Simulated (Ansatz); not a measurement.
**GeH6OSSi: a ladder of functionals and wavefunction methods**

The task here is to estimate one member of a computed series from the others.

The runs use Ansatz 0.2.0, Gaussian basis; functionals in def2-TZVPP, the program's frozen cores in correlated methods.

Plan: LDA (SPW92), PBE-D4, revPBE-D4, BLYP-D4, r2SCAN-D4, B97M-V, PBE0-D4, B3LYP-D4, r2SCANh-D4, r2SCAN0-D4, HSE06-D4, BHLYP-D4, CAM-B3LYP-D4, LC-ωPBE, ωB97X-V, ωB97M-V, B2PLYP, PBE-QIDH; CCSD(T)/def2-SVP; CCSD(T)/def2-TZVPP; MP2/def2-QZVPP; extrapolation to the limit; RPA on PBE.

## The relaxed structure

An earlier PBE0-D4 in a triple-zeta def2 set relaxation fixed the geometry.

SMILES `O[SiH2][S][GeH3]`, 10 atoms, charge 0, spin multiplicity 1.

Atoms are counted from 1 here; the program's logs count them from 0.

Bond lengths: O1–Si2 1.641 Å, O1–H5 0.958 Å, Si2–S3 2.132 Å, Si2–H6 1.488 Å, Si2–H7 1.477 Å, S3–Ge4 2.227 Å, Ge4–H8 1.535 Å, Ge4–H9 1.533 Å, Ge4–H10 1.539 Å. Angles: Si2–O1–H5 118.0°, O1–Si2–S3 113.5°, O1–Si2–H6 110.9°, O1–Si2–H7 105.3°, S3–Si2–H6 107.5°, S3–Si2–H7 108.1°, H6–Si2–H7 111.6°, Si2–S3–Ge4 98.0°, S3–Ge4–H8 110.1°, S3–Ge4–H9 106.0°, S3–Ge4–H10 109.5°, H8–Ge4–H9 111.1°, H8–Ge4–H10 109.7°, H9–Ge4–H10 110.3°.

Set-up of the first run:

Contents of in.yaml:

```yaml
crystal:
  periodic: [false, false, false]
  atoms:
    - {symbol: O, position_ang: [-1.007489, 1.566568, -1.515992]}
    - {symbol: Si, position_ang: [0.316807, 1.346055, -0.572111]}
    - {symbol: S, position_ang: [1.216026, -0.572584, -0.805665]}
    - {symbol: Ge, position_ang: [0.171638, -1.611305, 0.864266]}
    - {symbol: H, position_ang: [-1.700314, 0.905264, -1.480508]}
    - {symbol: H, position_ang: [-0.024658, 1.507739, 0.867416]}
    - {symbol: H, position_ang: [1.287696, 2.366450, -1.017430]}
    - {symbol: H, position_ang: [0.711559, -1.117370, 2.213343]}
    - {symbol: H, position_ang: [0.451594, -3.106599, 0.672795]}
    - {symbol: H, position_ang: [-1.339858, -1.335316, 0.776684]}
basis:
  gaussian: {orbitals: def2-TZVPP}
hamiltonian: {xc: lda}
output: {orbitals: {seedname: orbitals}}
```

Run with:

```
ansatz run in.yaml --threads 4 --pin off --events-out ev --progress --plain --max-ram 10444MiB
```

Among the steps run: LDA; PBE-D4 (GGA); revPBE-D4 (GGA); BLYP-D4 (GGA); r2SCAN-D4 (meta-GGA); B97M-V (meta-GGA); B3LYP-D4 (hybrid); r2SCANh-D4 (hybrid); r2SCAN0-D4 (hybrid); HSE06-D4 (hybrid); BHLYP-D4 (hybrid); CAM-B3LYP-D4 (range-separated); LC-ωPBE (range-separated); ωB97X-V (range-separated); ωB97M-V (range-separated); B2PLYP (double hybrid); PBE-QIDH (double hybrid).

One table of the session follows, with a row left open; its other results are not shown here.

It belongs to the step «Orbital energies across the functionals». 

| functional | HOMO (eV) | gap (eV) |
| --- | --- | --- |
| LDA (SPW92) | -6.43 | 4.98 |
| PBE-D4 | ? | ? |
| revPBE-D4 | -6.28 | 5.21 |
| BLYP-D4 | -6.15 | 5.07 |
| r2SCAN-D4 | -6.61 | 5.72 |
| B97M-V | -6.76 | 5.80 |
| PBE0-D4 | -7.53 | 7.24 |
| B3LYP-D4 | -7.28 | 6.74 |
| r2SCANh-D4 | -7.05 | 6.47 |
| r2SCAN0-D4 | -7.72 | 7.59 |
| HSE06-D4 | -7.13 | 6.47 |
| BHLYP-D4 | -8.59 | 9.21 |
| CAM-B3LYP-D4 | -8.81 | 9.53 |
| LC-ωPBE | -10.21 | 12.10 |
| ωB97X-V | -9.86 | 11.63 |
| ωB97M-V | -9.70 | 11.21 |

Q: Estimate the row for PBE-D4 from the others.

As computed: HOMO (eV): -6.32; gap (eV): 5.14. In the column «HOMO (eV)» it lies between LDA (SPW92) (-6.43) and revPBE-D4 (-6.28).
